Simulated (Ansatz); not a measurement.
# CH7BrGe: a nudged elastic band in two tries

Wanted: a band of images between two relaxed ends, and a check that the input is sound.

Program: Ansatz 0.2.0. Level of theory: RKS BLYP-D4/def2-SVP. These are calculated values, not measurements.

## Step 1: The starting structure

Bond lengths: Ge1–Br2 2.368 Å, Ge1–H3 1.554 Å, Ge1–H4 1.553 Å, Ge1–C5 1.973 Å, C5–H8 1.108 Å, C5–H9 1.106 Å, C5–H10 1.106 Å. Angles: Br2–Ge1–H3 106.3°, Br2–Ge1–H4 106.5°, Br2–Ge1–C5 107.8°, H3–Ge1–H4 110.7°, H3–Ge1–C5 112.5°, H4–Ge1–C5 112.6°, Ge1–C5–H8 109.5°, Ge1–C5–H9 109.7°, Ge1–C5–H10 109.7°, H8–C5–H9 109.4°, H8–C5–H10 109.3°, H9–C5–H10 109.2°.

As a file:

```xyz
10

Ge   -0.3498   -0.9743   -0.6553
Br    1.9905   -1.3346   -0.6169
H    -0.8647   -1.5952   -1.9832
H    -0.9341   -1.7327    0.5677
C    -0.6618    0.9712   -0.5617
H     1.6353    0.1410    2.1365
H     1.3502    0.5099    2.7463
H    -1.7489    1.1763   -0.6320
H    -0.2758    1.3649    0.3968
H    -0.1409    1.4737   -1.3983
```

## Step 2: First attempt

input.yaml reads:

```yaml
crystal:
  periodic: [false, false, false]
  atoms:
    - { symbol: Ge, position_ang: [-0.349844, -0.97432, -0.655262] }
    - { symbol: Br, position_ang: [1.990466, -1.334617, -0.616897] }
    - { symbol: H, position_ang: [-0.864747, -1.595228, -1.983229] }
    - { symbol: H, position_ang: [-0.934148, -1.732685, 0.567696] }
    - { symbol: C, position_ang: [-0.66178, 0.971185, -0.561716] }
    - { symbol: H, position_ang: [1.635346, 0.141035, 2.136458] }
    - { symbol: H, position_ang: [1.350204, 0.509904, 2.746322] }
    - { symbol: H, position_ang: [-1.748879, 1.176253, -0.631966] }
    - { symbol: H, position_ang: [-0.275756, 1.364947, 0.396817] }
    - { symbol: H, position_ang: [-0.140863, 1.473726, -1.398322] }
basis:
  gaussian: { orbitals: def2-SVP }
hamiltonian:
  xc: blyp
  dispersion: d4
neb:
  order_check: false
  images: 9
  f_tol: 0.03
  max_iterations: 8
  final_atoms:
    - { symbol: Ge, position_ang: [-0.70011065, -0.82696421, 0.26695261] }
    - { symbol: Br, position_ang: [3.28575464, 0.13158152, -0.13987843] }
    - { symbol: H, position_ang: [-0.46863742, -1.87255709, -0.85912163] }
    - { symbol: H, position_ang: [-2.02949961, -1.14916485, 1.00647437] }
    - { symbol: C, position_ang: [-0.69087442, 1.01693217, -0.45327556] }
    - { symbol: H, position_ang: [2.20459029, -0.41878209, 0.65149623] }
    - { symbol: H, position_ang: [0.46450554, -0.99013243, 1.29992629] }
    - { symbol: H, position_ang: [-1.46948745, 1.12380577, -1.23418633] }
    - { symbol: H, position_ang: [-0.89554081, 1.74446316, 0.35693081] }
    - { symbol: H, position_ang: [0.29929889, 1.24101807, -0.89541738] }
  initial_path:
    images:
      - { positions_ang: [[-0.349844, -0.97432, -0.655262], [1.990466, -1.334617, -0.616897], [-0.864747, -1.595228, -1.983229], [-0.934148, -1.732685, 0.567696], [-0.66178, 0.971185, -0.561716], [1.635346, 0.141035, 2.136458], [1.350204, 0.509904, 2.746322], [-1.748879, 1.176253, -0.631966], [-0.275756, 1.364947, 0.396817], [-0.140863, 1.473726, -1.398322]] }
      - { positions_ang: [[-0.33922814, -0.93631172, -0.54516509], [2.08033359, -1.33015446, -0.56847174], [-0.82740328, -1.59306709, -1.86229094], [-0.90542137, -1.70856535, 0.66764058], [-0.67079306, 1.00322807, -0.52885449], [1.63588089, 0.05468617, 1.93806461], [1.22917053, 0.4042512, 2.48091515], [-1.67639296, 1.18535877, -0.75359911], [-0.45383926, 1.40519698, 0.4145468], [-0.07230794, 1.51557744, -1.24288478]] }
      - { positions_ang: [[-0.32861229, -0.89830344, -0.43506817], [2.17020119, -1.32569192, -0.52004648], [-0.79005956, -1.59090619, -1.74135288], [-0.87669473, -1.6844457, 0.76758516], [-0.67980612, 1.03527114, -0.49599297], [1.63641577, -0.03166265, 1.73967123], [1.10813705, 0.29859839, 2.2155083], [-1.60390692, 1.19446454, -0.87523221], [-0.63192251, 1.44544696, 0.43227659], [-0.00375288, 1.55742887, -1.08744756]] }
      - { positions_ang: [[-0.31799643, -0.86029516, -0.32497126], [2.26006878, -1.32122938, -0.47162122], [-0.75271584, -1.58874528, -1.62041483], [-0.8479681, -1.66032604, 0.86752974], [-0.68881918, 1.0673142, -0.46313146], [1.63695066, -0.11801148, 1.54127784], [0.98710358, 0.19294559, 1.95010145], [-1.53142088, 1.20357031, -0.99686532], [-0.81000577, 1.48569694, 0.45000639], [0.06480218, 1.59928031, -0.93201034]] }
      - { positions_ang: [[-0.30738057, -0.82228688, -0.21487435], [2.34993638, -1.31676684, -0.42319597], [-0.71537212, -1.58658437, -1.49947677], [-0.81924146, -1.63620639, 0.96747432], [-0.69783224, 1.09935727, -0.43026994], [1.63748555, -0.20436031, 1.34288446], [0.8660701, 0.08729278, 1.6846946], [-1.45893485, 1.21267608, -1.11849842], [-0.98808903, 1.52594692, 0.46773618], [0.13335725, 1.64113175, -0.77657311]] }
      - { positions_ang: [[-0.29676472, -0.78427861, -0.10477744], [2.43980397, -1.3123043, -0.37477071], [-0.6780284, -1.58442347, -1.37853871], [-0.79051483, -1.61208674, 1.0674189], [-0.70684531, 1.13140034, -0.39740843], [1.63802043, -0.29070914, 1.14449107], [0.74503663, -0.01836002, 1.41928775], [-1.38644881, 1.22178185, -1.24013153], [-1.16617228, 1.5661969, 0.48546598], [0.20191231, 1.68298318, -0.62113589]] }
      - { positions_ang: [[-0.37743391, -0.79281573, -0.03043143], [2.60899411, -1.02352714, -0.32779225], [-0.63615021, -1.64205019, -1.27465529], [-1.03831178, -1.51950236, 1.05523], [-0.70365113, 1.10850671, -0.40858185], [1.7513344, -0.31632373, 1.04589211], [0.68893041, -0.21271451, 1.39541546], [-1.40305653, 1.20218664, -1.23894249], [-1.11204599, 1.60185015, 0.45975894], [0.22138962, 1.59459016, -0.67599219]] }
      - { positions_ang: [[-0.45810309, -0.80135285, 0.04391458], [2.77818424, -0.73474997, -0.2808138], [-0.59427201, -1.69967692, -1.17077188], [-1.28610874, -1.42691798, 1.04304109], [-0.70045695, 1.08561307, -0.41975528], [1.86464838, -0.34193832, 0.94729314], [0.63282419, -0.40706899, 1.37154317], [-1.41966426, 1.18259142, -1.23775345], [-1.05791969, 1.6375034, 0.43405191], [0.24086694, 1.50619714, -0.73084849]] }
      - { positions_ang: [[-0.53877228, -0.80988997, 0.11826059], [2.94737437, -0.44597281, -0.23383534], [-0.55239381, -1.75730364, -1.06688846], [-1.5339057, -1.33433361, 1.03085218], [-0.69726277, 1.06271944, -0.43092871], [1.97796235, -0.36755291, 0.84869417], [0.57671798, -0.60142347, 1.34767088], [-1.43627199, 1.1629962, -1.23656441], [-1.0037934, 1.67315665, 0.40834488], [0.26034426, 1.41780411, -0.78570478]] }
      - { positions_ang: [[-0.61944147, -0.81842709, 0.1926066], [3.11656451, -0.15719564, -0.18685689], [-0.51051562, -1.81493037, -0.96300504], [-1.78170265, -1.24174923, 1.01866328], [-0.69406859, 1.0398258, -0.44210213], [2.09127632, -0.3931675, 0.7500952], [0.52061176, -0.79577795, 1.32379858], [-1.45287972, 1.14340098, -1.23537537], [-0.94966711, 1.70880991, 0.38263784], [0.27982157, 1.32941109, -0.84056108]] }
      - { positions_ang: [[-0.70011065, -0.82696421, 0.26695261], [3.28575464, 0.13158152, -0.13987843], [-0.46863742, -1.87255709, -0.85912163], [-2.02949961, -1.14916485, 1.00647437], [-0.69087442, 1.01693217, -0.45327556], [2.20459029, -0.41878209, 0.65149623], [0.46450554, -0.99013243, 1.29992629], [-1.46948745, 1.12380577, -1.23418633], [-0.89554081, 1.74446316, 0.35693081], [0.29929889, 1.24101807, -0.89541738]] }
  n_images: 5
```

Launch:

```
$ ansatz run input.yaml --threads 2 --pin off --max-ram 3072MiB --backend cpu --events-out ev --progress --plain --runs-dir out
```

Before running it: what results should come out? Wanted: first try.

**Answer**, as computed:

| quantity | value |
| --- | --- |
| first try | refused |
| cause | one key bears a name from other programs (dt, n_images) that this one doesn't know |

In words: The fault in the first input was caught at the input check and cost nothing.
